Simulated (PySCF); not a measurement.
# C₄H₁₃BS: runs on many settings

Aim: see how C₄H₁₃BS (`[BH3-][S@+](C)CCC`) answers to the choice of functional, basis, grid and SCF options.

Computed with PySCF 2.14.0, with density-fitted response routines of our own, on a single molecule in the gas phase. Atoms are numbered from 0 throughout.

## 1. The starting structure

19 atoms, charge 0, multiplicity 1; geometry from: GFN2-xTB.

Bonds of the start (Å): B0–S1 1.98, S1–C2 1.82, S1–C3 1.83, C3–C4 1.52, C4–C5 1.53, B0–H6 1.19, B0–H7 1.19, B0–H8 1.19, C2–H9 1.09, C2–H10 1.09, C2–H11 1.09, C3–H12 1.09, C3–H13 1.09, C4–H14 1.09, C4–H15 1.09, C5–H16 1.09, C5–H17 1.09, C5–H18 1.09.

## 2. Nuclear shieldings: PBE0/pcSseg-1

The job: settings as JSON, then the geometry in Å.

```
{"job": {"kind": "nmr", "xc": "PBE0", "basis": "pcSseg-1"}, "charge": 0, "multiplicity": 1}
B     -2.654722    -0.277839     0.539221
S     -1.226384     0.803178    -0.297266
C     -1.193472     0.057696    -1.956132
C      0.254084     0.016042     0.437186
C      1.563765     0.562928    -0.107899
C      2.751199    -0.075625     0.604889
H     -2.629982     0.046677     1.678957
H     -3.635652     0.059879    -0.034310
H     -2.333030    -1.405431     0.341534
H     -1.181105    -1.023721    -1.863680
H     -2.104585     0.371023    -2.455351
H     -0.329557     0.415825    -2.506277
H      0.170310     0.218627     1.504838
H      0.170179    -1.059000     0.279725
H      1.587898     1.644959     0.030555
H      1.636834     0.360364    -1.177776
H      2.735027    -1.156054     0.480314
H      3.685223     0.303045     0.197951
H      2.724165     0.146681     1.668810
```

With the program's defaults for keys left out, this is: GIAO PBE0/pcSseg-1 NMR shielding, non-relativistic, gas phase.

Launch:

```sh
$ OMP_NUM_THREADS=1 python probes_run.py task.json out
```

One launch serves the whole session: the jobs run in the order shown.

Log:

```text
coarse grid: 15120 points
cycle   1  E = -582.7548992268  dE =  3.003e-01  |g| = 4.427e-01  |ddm| = 3.584e+00
cycle   2  E = -582.7571530636  dE = -2.254e-03  |g| = 4.530e-01  |ddm| = 9.707e-01
cycle   3  E = -582.8171357248  dE = -5.998e-02  |g| = 4.185e-02  |ddm| = 4.857e-01
cycle   4  E = -582.8175401130  dE = -4.044e-04  |g| = 1.565e-02  |ddm| = 7.173e-02
cycle   5  E = -582.8176088323  dE = -6.872e-05  |g| = 4.381e-03  |ddm| = 2.270e-02
cycle   6  E = -582.8176138076  dE = -4.975e-06  |g| = 1.077e-03  |ddm| = 5.600e-03
final grid: 137624 points
cycle   7  E = -582.8563189226  dE = -4.716e-05  |g| = 9.396e-03  |ddm| = 3.064e-02
cycle   8  E = -582.8563110016  dE =  7.921e-06  |g| = 1.103e-02  |ddm| = 1.633e-02
cycle   9  E = -582.8563418033  dE = -3.080e-05  |g| = 8.071e-04  |ddm| = 9.402e-03
cycle  10  E = -582.8563419951  dE = -1.918e-07  |g| = 1.681e-04  |ddm| = 1.123e-03
cycle  11  E = -582.8563420022  dE = -7.105e-09  |g| = 6.257e-05  |ddm| = 2.393e-04
cycle  12  E = -582.8563420032  dE = -9.976e-10  |g| = 1.462e-05  |ddm| = 7.929e-05
converged SCF energy = -582.8563420032

GIAO shielding tensors (ppm)
atom      isotropic    diamagn.    paramagn.     s11        s22        s33       span
  0 B      124.437     190.484     -66.046    105.725    113.157    154.430     48.705
  1 S      491.631    1058.341    -566.710    393.657    446.688    634.549    240.892
  2 C      156.812     254.058     -97.246    132.599    149.655    188.183     55.584
  3 C      132.983     255.866    -122.884    101.675    128.298    168.975     67.300
  4 C      162.091     248.934     -86.843    146.119    167.136    173.018     26.899
  5 C      171.031     245.551     -74.521    160.116    164.473    188.503     28.387
  6 H       29.723      30.437      -0.714     26.382     27.332     35.454      9.072
  7 H       29.750      30.668      -0.918     26.469     27.299     35.482      9.013
  8 H       30.176      31.001      -0.825     27.034     28.032     35.463      8.429
  9 H       30.043      31.916      -1.873     26.614     27.647     35.868      9.255
 10 H       29.455      29.812      -0.357     24.836     26.308     37.221     12.385
 11 H       29.423      31.862      -2.439     23.905     27.913     36.452     12.547
 12 H       29.144      34.236      -5.092     23.740     29.801     33.891     10.151
 13 H       29.737      34.965      -5.228     25.187     30.970     33.055      7.868
 14 H       30.291      31.736      -1.445     24.856     30.541     35.476     10.620
 15 H       30.248      32.906      -2.658     24.342     32.128     34.273      9.931
 16 H       30.832      29.485       1.347     26.324     29.238     36.934     10.610
 17 H       30.350      27.276       3.075     25.527     27.458     38.066     12.539
 18 H       30.705      29.010       1.695     26.302     28.813     37.001     10.698
```

Wall time 37 s (1 thread of Arm Neoverse N1, shared host); peak memory 0.85 GiB.

Shifts follow as δ = σ(reference) − σ, with reference shieldings (ppm) from runs at the same level and on the same kind of geometry: 1H TMS 31.72, 13C TMS 186.9, 11B BF3·OEt2 100.1, 33S CS2 504. The references are single molecules in the gas phase. Atoms listed in one row are averaged.

| atoms | environment | σ (ppm) | δ (ppm) | δ scaled to CDCl3 |
| --- | --- | --- | --- | --- |
| C3 | sp3 CH2 bonded to S | 133.0 | 53.9 | 46.3 |
| C2 | methyl carbon bonded to S | 156.8 | 30.1 | 23.1 |
| C4 | sp3 CH2 | 162.1 | 24.8 | 22.3 |
| C5 | methyl carbon | 171.0 | 15.9 | 13.6 |
| H12 | hydrogen on an sp3 CH2 bonded to S | 29.14 | 2.57 | 2.53 |
| H9, H10, H11 | hydrogen on a methyl carbon bonded to S | 29.64 | 2.08 | 2.06 |
| H13 | hydrogen on an sp3 CH2 bonded to S | 29.74 | 1.98 | 1.97 |
| H6, H7, H8 | hydrogen on a boron bonded to S | 29.88 | 1.83 | – |
| H15 | hydrogen on an sp3 CH2 | 30.25 | 1.47 | 1.49 |
| H14 | hydrogen on an sp3 CH2 | 30.29 | 1.43 | 1.45 |
| H16, H17, H18 | hydrogen on a methyl carbon | 30.63 | 1.09 | 1.13 |
| B0 | boron bonded to S, 3 H | 124.4 | -24.4 | – |
| S1 | sulfur bonded to 2 C, B | 492 | 12 | – |

The scaled column applies a straight-line fit of computed shieldings to shifts measured in CDCl3, with any fitted terms for Cl, Br or S neighbours (root-mean-square error 0.16 ppm for H, 1.9 ppm for C).

Charges from the same density, by scheme (e):

| atoms | Mulliken | IAO | Hirshfeld | ESP fit |
| --- | --- | --- | --- | --- |
| B0 | -0.16 | -0.53 | -0.13 | -0.18 |
| S1 | 0.07 | 0.52 | 0.25 | 0.14 |
| C2 | -0.36 | -0.51 | -0.10 | -0.66 |
| C3 | -0.35 | -0.33 | -0.05 | -0.32 |
| C4 | -0.26 | -0.25 | -0.07 | 0.29 |
| C5 | -0.27 | -0.42 | -0.11 | -0.37 |

Mayer bond orders: B0–S1 0.62, S1–C2 0.97, S1–C3 0.97, C3–C4 1.00, C4–C5 1.06.

## 3. Ultraviolet spectrum: PBE0/def2-SVPD

Same as in step 2 but for these lines:

```diff
@@ -1,2 +1,2 @@
-{"job": {"kind": "nmr", "xc": "PBE0", "basis": "pcSseg-1"}, "charge": 0, "multiplicity": 1}
+{"job": {"kind": "uv", "xc": "PBE0", "basis": "def2-SVPD", "nstates": 6, "ntriplets": 2}, "charge": 0, "multiplicity": 1}
 B     -2.654722    -0.277839     0.539221
```

Level: TDDFT PBE0/def2-SVPD, vertical, gas phase, core orbitals frozen in the response.

Log:

```text
coarse grid: 15120 points
cycle   1  E = -582.5329546017  dE =  2.487e-01  |g| = 4.227e-01  |ddm| = 5.497e+00
cycle   2  E = -582.5340485712  dE = -1.094e-03  |g| = 4.360e-01  |ddm| = 1.705e+00
cycle   3  E = -582.5929731640  dE = -5.892e-02  |g| = 4.060e-02  |ddm| = 7.947e-01
cycle   4  E = -582.5933929984  dE = -4.198e-04  |g| = 1.577e-02  |ddm| = 1.326e-01
cycle   5  E = -582.5934698683  dE = -7.687e-05  |g| = 3.903e-03  |ddm| = 4.652e-02
cycle   6  E = -582.5934740796  dE = -4.211e-06  |g| = 9.749e-04  |ddm| = 1.152e-02
final grid: 137624 points
cycle   7  E = -582.6590260536  dE = -6.142e-05  |g| = 9.288e-03  |ddm| = 1.546e-01
cycle   8  E = -582.6590183100  dE =  7.744e-06  |g| = 1.079e-02  |ddm| = 3.178e-02
cycle   9  E = -582.6590491935  dE = -3.088e-05  |g| = 8.793e-04  |ddm| = 1.587e-02
cycle  10  E = -582.6590494349  dE = -2.414e-07  |g| = 1.787e-04  |ddm| = 2.439e-03
cycle  11  E = -582.6590494431  dE = -8.173e-09  |g| = 7.883e-05  |ddm| = 5.098e-04
cycle  12  E = -582.6590494447  dE = -1.682e-09  |g| = 1.559e-05  |ddm| = 2.040e-04
cycle  13  E = -582.6590494448  dE = -6.469e-11  |g| = 4.195e-06  |ddm| = 3.738e-05
converged SCF energy = -582.6590494448

Static polarisability (au): isotropic 90.289, principal 75.747 88.233 106.888

Singlet excitations
state   eV       nm        f      main configurations
  1   6.8239    181.7   0.01741   H->L 0.74, H-2->L 0.13
  2   7.2136    171.9   0.00518   H-2->L 0.57, H-1->L 0.16, H->L 0.12
  3   7.2675    170.6   0.00110   H->L+1 0.45, H-1->L 0.27, H-2->L 0.11
  4   7.3769    168.1   0.05880   H-1->L 0.46, H->L+1 0.38
  5   7.4843    165.7   0.01178   H->L+2 0.74, H->L+3 0.18
  6   7.6399    162.3   0.01036   H-1->L+1 0.81

Triplet excitations (Tamm-Dancoff, eV): 6.2080 6.7083
```

Run time: 64 s. Hardware: 1 thread of Arm Neoverse N1, shared host; peak memory 0.88 GiB.

Frontier orbitals and where they lie:

| orbital | eV | atoms |
| --- | --- | --- |
| HOMO−3 | -9.73 | S1 30 %, C3 13 %, B0 9 % |
| HOMO−2 | -8.31 | S1 32 %, B0 27 %, H6 13 % |
| HOMO−1 | -8.15 | B0 42 %, H7 24 %, H6 18 % |
| HOMO | -7.87 | B0 30 %, S1 28 %, H8 24 % |
| LUMO | 0.24 | S1 43 %, C3 10 %, C2 9 % |
| LUMO+1 | 0.36 | S1 22 %, C2 12 %, H11 10 % |
| LUMO+2 | 0.79 | S1 50 %, C2 9 %, B0 8 % |

With each of the 6 states as a Gaussian band of 0.4 eV half-width at 1/e, the curve within the window shown has maxima at 168 nm (ε 3,400) L/(mol cm). Beyond the last state computed it falls off for lack of states. The curve at chosen wavelengths:

```
 nm  ε (L/mol/cm)
156           708
158          1194
159          1485
161          2117
163          2724
165          3184
166          3328
168          3418
170          3261
171          3109
173          2718
175          2287
177          1883
178          1703
180          1390
182          1134
184           920
185           825
187           652
189           501
190           434
192           316
194           221
196           149
197           120
199            76
```

Ground-state properties from the same run:

| property | computed |
| --- | --- |
| dipole moment (D) | 5.00 |
| polarisability (Å³) | 13.38 |
| HOMO–LUMO gap (eV) | 8.10 |
| −ε(HOMO) (eV) | 7.86 |

## 4. Nuclear shieldings: B97-2/ANO-RCC-VDZP

Same as in step 3 but for these lines:

```diff
@@ -1,2 +1,2 @@
-{"job": {"kind": "uv", "xc": "PBE0", "basis": "def2-SVPD", "nstates": 6, "ntriplets": 2}, "charge": 0, "multiplicity": 1}
+{"job": {"kind": "nmr", "xc": "B97-2", "basis": "ANO-RCC-VDZP", "pop": false, "grid": 1}, "charge": 0, "multiplicity": 1}
 B     -2.654722    -0.277839     0.539221
```

Level: GIAO B97-2/ANO-RCC-VDZP NMR shielding, non-relativistic, gas phase.

Log:

```text
final grid: 64352 points
cycle   1  E = -582.9756483773  dE =  2.635e-01  |g| = 4.415e-01  |ddm| = 5.516e+00
cycle   2  E = -582.9735623505  dE =  2.086e-03  |g| = 4.650e-01  |ddm| = 1.107e+00
cycle   3  E = -583.0400806942  dE = -6.652e-02  |g| = 4.645e-02  |ddm| = 5.900e-01
cycle   4  E = -583.0406637835  dE = -5.831e-04  |g| = 1.643e-02  |ddm| = 8.331e-02
cycle   5  E = -583.0407472001  dE = -8.342e-05  |g| = 4.680e-03  |ddm| = 2.622e-02
cycle   6  E = -583.0407534390  dE = -6.239e-06  |g| = 1.130e-03  |ddm| = 6.461e-03
cycle   7  E = -583.0407537847  dE = -3.457e-07  |g| = 2.992e-04  |ddm| = 1.594e-03
cycle   8  E = -583.0407538090  dE = -2.430e-08  |g| = 6.421e-05  |ddm| = 3.737e-04
cycle   9  E = -583.0407538102  dE = -1.143e-09  |g| = 1.875e-05  |ddm| = 9.607e-05
cycle  10  E = -583.0407538103  dE = -9.243e-11  |g| = 6.804e-06  |ddm| = 2.669e-05
converged SCF energy = -583.0407538103

GIAO shielding tensors (ppm)
atom      isotropic    diamagn.    paramagn.     s11        s22        s33       span
  0 B      128.002     191.735     -63.732    112.027    117.114    154.866     42.839
  1 S      516.064    1068.664    -552.600    421.684    474.840    651.667    229.983
  2 C      160.803     243.312     -82.509    137.719    152.981    191.709     53.991
  3 C      135.858     245.712    -109.854    104.381    130.518    172.675     68.294
  4 C      164.129     241.804     -77.675    148.205    168.180    176.003     27.798
  5 C      174.213     237.943     -63.729    163.451    168.108    191.081     27.630
  6 H       30.028      31.098      -1.070     27.022     27.689     35.372      8.351
  7 H       30.029      30.365      -0.336     27.034     27.645     35.408      8.374
  8 H       30.423      32.024      -1.600     27.578     28.229     35.463      7.885
  9 H       30.131      32.115      -1.984     26.829     27.898     35.665      8.836
 10 H       29.639      29.502       0.137     25.190     26.790     36.937     11.747
 11 H       29.458      31.655      -2.197     24.006     28.022     36.346     12.340
 12 H       29.176      34.076      -4.900     23.835     30.067     33.626      9.790
 13 H       29.649      35.340      -5.691     25.012     31.136     32.800      7.788
 14 H       30.303      31.779      -1.476     24.917     30.744     35.247     10.330
 15 H       30.188      33.223      -3.034     24.255     32.323     33.986      9.730
 16 H       31.042      30.081       0.961     26.772     29.544     36.810     10.038
 17 H       30.549      27.287       3.262     25.893     27.908     37.847     11.954
 18 H       30.961      29.346       1.616     26.806     29.177     36.901     10.095
```

Run time: 44 s. Hardware: 1 thread of Arm Neoverse N1, shared host; peak memory 0.72 GiB.

This run: δ C3 53.7, C2 28.8, C4 25.4, C5 15.4, H12 2.70, H13 2.22 ppm.

## 5. Nuclear shieldings: PBE/pcSseg-1

Same as in step 4 but for these lines:

```diff
@@ -1,2 +1,2 @@
-{"job": {"kind": "nmr", "xc": "B97-2", "basis": "ANO-RCC-VDZP", "pop": false, "grid": 1}, "charge": 0, "multiplicity": 1}
+{"job": {"kind": "nmr", "xc": "PBE", "basis": "pcSseg-1", "pop": false}, "charge": 0, "multiplicity": 1}
 B     -2.654722    -0.277839     0.539221
```

With the program's defaults for keys left out, this is: GIAO PBE/pcSseg-1 NMR shielding, non-relativistic, gas phase.

Log:

```text
coarse grid: 15120 points
cycle   1  E = -582.5936944811  dE =  1.684e-01  |g| = 6.646e-01  |ddm| = 3.672e+00
cycle   2  E = -582.4453843007  dE =  1.483e-01  |g| = 9.740e-01  |ddm| = 1.711e+00
cycle   3  E = -582.7274488800  dE = -2.821e-01  |g| = 9.796e-02  |ddm| = 1.092e+00
cycle   4  E = -582.7298609213  dE = -2.412e-03  |g| = 3.752e-02  |ddm| = 1.834e-01
cycle   5  E = -582.7302441727  dE = -3.833e-04  |g| = 1.323e-02  |ddm| = 5.492e-02
cycle   6  E = -582.7302880995  dE = -4.393e-05  |g| = 3.843e-03  |ddm| = 1.766e-02
cycle   7  E = -582.7302919401  dE = -3.841e-06  |g| = 8.759e-04  |ddm| = 4.976e-03
final grid: 137624 points
cycle   8  E = -582.7825316245  dE = -4.018e-05  |g| = 1.731e-02  |ddm| = 4.301e-02
cycle   9  E = -582.7824000426  dE =  1.316e-04  |g| = 2.842e-02  |ddm| = 3.791e-02
cycle  10  E = -582.7826080805  dE = -2.080e-04  |g| = 2.539e-03  |ddm| = 2.541e-02
cycle  11  E = -582.7826100418  dE = -1.961e-06  |g| = 3.848e-04  |ddm| = 3.489e-03
cycle  12  E = -582.7826100795  dE = -3.776e-08  |g| = 1.277e-04  |ddm| = 5.402e-04
cycle  13  E = -582.7826100837  dE = -4.120e-09  |g| = 4.208e-05  |ddm| = 1.834e-04
cycle  14  E = -582.7826100841  dE = -4.437e-10  |g| = 1.045e-05  |ddm| = 5.721e-05
converged SCF energy = -582.7826100841

GIAO shielding tensors (ppm)
atom      isotropic    diamagn.    paramagn.     s11        s22        s33       span
  0 B      120.423     192.034     -71.611    100.957    108.983    151.329     50.372
  1 S      453.542    1058.638    -605.096    356.634    410.683    593.307    236.672
  2 C      150.685     253.916    -103.231    124.241    143.118    184.694     60.453
  3 C      124.735     255.701    -130.966     91.287    119.915    163.003     71.716
  4 C      156.088     249.060     -92.972    139.623    161.595    167.044     27.421
  5 C      166.334     245.341     -79.008    154.976    159.013    185.012     30.036
  6 H       29.576      30.596      -1.020     26.395     27.191     35.142      8.747
  7 H       29.604      30.562      -0.958     26.493     27.163     35.157      8.664
  8 H       30.031      31.339      -1.308     27.092     27.788     35.212      8.120
  9 H       29.999      32.170      -2.171     26.969     27.574     35.453      8.484
 10 H       29.373      29.797      -0.424     25.086     26.364     36.669     11.583
 11 H       29.259      32.012      -2.753     23.952     27.753     36.073     12.121
 12 H       28.964      34.334      -5.370     23.932     29.695     33.263      9.331
 13 H       29.598      35.220      -5.623     25.418     30.872     32.503      7.085
 14 H       30.160      31.716      -1.556     24.953     30.537     34.991     10.039
 15 H       30.084      32.986      -2.902     24.423     32.064     33.764      9.341
 16 H       30.757      29.673       1.084     26.496     29.197     36.579     10.083
 17 H       30.255      27.178       3.077     25.638     27.517     37.611     11.972
 18 H       30.638      29.110       1.528     26.491     28.795     36.627     10.136
```

Run time: 48 s. Hardware: 1 thread of Arm Neoverse N1, shared host; peak memory 0.7 GiB.

This run: δ C3 57.9, C2 31.9, C4 26.5, C5 16.3, H12 2.68, H9 2.10 ppm (means over like atoms).

## 6. Nuclear shieldings: LDA/STO-3G

Same as in step 5 but for these lines:

```diff
@@ -1,2 +1,2 @@
-{"job": {"kind": "nmr", "xc": "PBE", "basis": "pcSseg-1", "pop": false}, "charge": 0, "multiplicity": 1}
+{"job": {"kind": "nmr", "xc": "LDA", "basis": "STO-3G", "pop": false, "scf": {"guess": "sap", "aux": "def2-universal-jkfit"}}, "charge": 0, "multiplicity": 1}
 B     -2.654722    -0.277839     0.539221
```

Level: GIAO LDA/STO-3G NMR shielding, non-relativistic, gas phase.

Log:

```text
final grid: 137624 points
cycle   1  E = -571.2170962556  dE =  1.278e-01  |g| = 2.433e+00  |ddm| = 6.912e+00
cycle   2  E = -566.9645358607  dE =  4.253e+00  |g| = 3.517e+00  |ddm| = 9.509e+00
cycle   3  E = -573.2430643736  dE = -6.279e+00  |g| = 7.606e-01  |ddm| = 7.761e+00
cycle   4  E = -573.4595406813  dE = -2.165e-01  |g| = 1.672e-01  |ddm| = 1.157e+00
cycle   5  E = -573.4679653634  dE = -8.425e-03  |g| = 8.068e-02  |ddm| = 3.415e-01
cycle   6  E = -573.4699512174  dE = -1.986e-03  |g| = 2.092e-02  |ddm| = 1.391e-01
cycle   7  E = -573.4700969432  dE = -1.457e-04  |g| = 6.258e-03  |ddm| = 3.341e-02
cycle   8  E = -573.4701095742  dE = -1.263e-05  |g| = 1.856e-03  |ddm| = 8.480e-03
cycle   9  E = -573.4701107536  dE = -1.179e-06  |g| = 3.362e-04  |ddm| = 2.753e-03
cycle  10  E = -573.4701107906  dE = -3.700e-08  |g| = 1.047e-04  |ddm| = 5.985e-04
cycle  11  E = -573.4701107939  dE = -3.326e-09  |g| = 1.331e-05  |ddm| = 1.590e-04
cycle  12  E = -573.4701107940  dE = -6.105e-11  |g| = 1.276e-06  |ddm| = 2.300e-05
converged SCF energy = -573.4701107940

GIAO shielding tensors (ppm)
atom      isotropic    diamagn.    paramagn.     s11        s22        s33       span
  0 B      138.437     197.232     -58.795    117.307    123.545    174.459     57.151
  1 S      714.204    1044.527    -330.323    655.905    671.853    814.854    158.949
  2 C      204.179     249.592     -45.413    183.468    196.590    232.477     49.009
  3 C      188.879     252.273     -63.394    160.985    185.668    219.984     58.999
  4 C      208.277     246.361     -38.084    194.468    209.908    220.456     25.989
  5 C      215.184     243.276     -28.092    207.248    207.646    230.658     23.409
  6 H       31.572      32.973      -1.401     27.808     29.366     37.542      9.734
  7 H       31.546      31.552      -0.005     27.755     29.240     37.644      9.889
  8 H       31.954      34.476      -2.522     28.314     29.867     37.680      9.366
  9 H       31.287      32.753      -1.465     27.016     28.853     37.992     10.976
 10 H       30.834      30.040       0.794     25.220     27.592     39.690     14.470
 11 H       31.119      32.267      -1.148     24.923     29.845     38.590     13.667
 12 H       30.514      34.727      -4.214     23.426     31.175     36.940     13.514
 13 H       31.018      36.385      -5.367     24.973     31.920     36.160     11.187
 14 H       31.575      32.087      -0.513     25.072     30.870     38.782     13.711
 15 H       31.646      33.736      -2.090     24.387     32.544     38.008     13.621
 16 H       31.974      30.512       1.462     26.403     30.046     39.474     13.070
 17 H       31.654      28.165       3.489     26.052     28.042     40.869     14.817
 18 H       31.914      29.879       2.035     26.324     29.639     39.778     13.455
```

Run time: 9.3 s. Hardware: 1 thread of Arm Neoverse N1, shared host; peak memory 0.43 GiB.

Key values: δ C3 45.7, C2 30.4, C4 26.3, C5 19.4, H12 2.17, H13 1.66 ppm.

## 7. Comparing the runs: NMR shifts

Shifts (ppm) of some atoms, chosen among heavy atoms and hydrogens apart, means over like atoms, with basis size and wall time:

| run | C3 | C2 | C4 | C5 | H13 | H6 | H15 | functions | time |
| --- | --- | --- | --- | --- | --- | --- | --- | --- | --- |
| PBE0/pcSseg-1 | 53.9 | 30.1 | 24.8 | 15.9 | 1.98 | 1.83 | 1.47 | 174 | 37 s |
| B97-2/ANO-RCC-VDZP | 53.7 | 28.8 | 25.4 | 15.4 | 2.22 | 1.71 | 1.69 | 153 | 44 s |
| PBE/pcSseg-1 | 57.9 | 31.9 | 26.5 | 16.3 | 2.04 | 1.90 | 1.56 | 174 | 48 s |
| LDA/STO-3G | 45.7 | 30.4 | 26.3 | 19.4 | 1.66 | 0.99 | 1.03 | 47 | 9.3 s |

## 8. Outcome

```
                                                              quantity                                            value
                                13C shifts against TMS (PBE0/pcSseg-1)                       53.9, 30.1, 24.8, 15.9 ppm
1H shifts against TMS (PBE0/pcSseg-1, means over atoms taken as alike)     2.57, 2.08, 1.98, 1.83, 1.47, 1.43, 1.09 ppm
                           11B shifts against BF3·OEt2 (PBE0/pcSseg-1)                                        -24.4 ppm
                                33S shifts against CS2 (PBE0/pcSseg-1)                                           12 ppm
                                       lowest singlet (PBE0/def2-SVPD)                      6.82 eV (182 nm), f = 0.017
                              brightest single state of those computed                      state 4, 7.38 eV, f = 0.059
                                                        lowest triplet                                          6.21 eV
                        range of the shift of C3 (minimal bases aside)                                 53.7 to 57.9 ppm
                                         property runs in this session  5, of which 0 failed and 1 gave unsound results
```

Single values in the summary come from the first sound run of each kind (PBE0/pcSseg-1; PBE0/def2-SVPD), which need not be the best level. At PBE0/pcSseg-1: Shielding is most anisotropic at S1 (span 241 ppm, paramagnetic term -567 ppm). The lowest singlet, at 6.82 eV, is HOMO→LUMO 0.74, HOMO−2→LUMO 0.13 and is weak; of the 6 states computed, the strongest absorption comes from state 4 at 7.38 eV. The lowest triplet lies 0.62 eV below the lowest singlet (triplets in Tamm-Dancoff, singlets in full TDDFT). Leaving out the minimal-basis runs, which are unusable for shieldings: Among the atoms with a shift in every run: In ppm, C3 moves most: its shift spreads over 4.2 ppm, from 53.7 (B97-2/ANO-RCC-VDZP) to 57.9 (PBE/pcSseg-1).
